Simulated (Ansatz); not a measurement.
# CH3BOS: small, medium and large basis sets

One table from this session's results is given with a row withheld; the runs are named, their logs left out.

The runs use Ansatz 0.2.0, Gaussian basis; one geometry, several basis sets.

The runs, in order: PBE0-D4/def2-SVP; ωB97M-V/def2-SVP; PBE0-D4/def2-QZVPP; ωB97M-V/def2-QZVPP; the functionals' def2-TZVPP values are taken from earlier runs.

## Structure used throughout

All runs share one geometry, relaxed beforehand with PBE0-D4 in a triple-zeta def2 set.

SMILES `SB1CO1`, 7 atoms, charge 0, spin multiplicity 1.

Atoms are counted from 1 here; the program's logs count them from 0.

Bond lengths: S1–B2 1.770 Å, S1–H5 1.346 Å, B2–C3 1.506 Å, B2–O4 1.337 Å, C3–O4 1.497 Å, C3–H6 1.086 Å, C3–H7 1.086 Å. Angles: B2–S1–H5 95.5°, S1–B2–C3 156.2°, S1–B2–O4 140.6°, C3–B2–O4 63.2°, B2–C3–O4 52.9°, B2–C3–H6 122.1°, B2–C3–H7 122.1°, O4–C3–H6 112.7°, O4–C3–H7 112.7°, H6–C3–H7 114.9°, B2–O4–C3 63.9°.

The first run:

Contents of in.yaml:

```yaml
crystal:
  periodic: [false, false, false]
  atoms:
    - {symbol: S, position_ang: [-1.454880, 1.303999, -0.810467]}
    - {symbol: B, position_ang: [-0.241998, 0.188880, -0.163912]}
    - {symbol: C, position_ang: [0.827737, -0.284229, 0.784935]}
    - {symbol: O, position_ang: [0.290602, -1.012575, -0.408000]}
    - {symbol: H, position_ang: [-1.820247, 0.516200, -1.838750]}
    - {symbol: H, position_ang: [1.869477, 0.000238, 0.668938]}
    - {symbol: H, position_ang: [0.590610, -0.780513, 1.721456]}
basis:
  gaussian: {orbitals: def2-SVP}
hamiltonian: {xc: pbe0, dispersion: d4}
output: {orbitals: {seedname: orbitals}}
```

On the command line:

```console
$ ansatz run in.yaml --threads 2 --pin off --events-out ev --progress --plain --max-ram 4352MiB
```

Among the steps run: PBE0-D4 in def2-SVP; ωB97M-V in def2-SVP; PBE0-D4 in def2-QZVPP; ωB97M-V in def2-QZVPP.

One table of the session follows, with a row left open; its other results are not shown here.

It belongs to the step «Density functionals: the series». 

```
functional       basis  HOMO (eV)  LUMO (eV)
   PBE0-D4    def2-SVP          ?          ?
   PBE0-D4  def2-TZVPP      -8.16       0.10
   PBE0-D4  def2-QZVPP      -8.18       0.02
   ωB97M-V    def2-SVP     -10.20       2.58
   ωB97M-V  def2-TZVPP     -10.36       1.92
   ωB97M-V  def2-QZVPP     -10.39       1.50
```

**Question.** Estimate the row for PBE0-D4, def2-SVP.

As computed: HOMO (eV): -8.03; LUMO (eV): 0.41. In the column «HOMO (eV)» it is the highest.
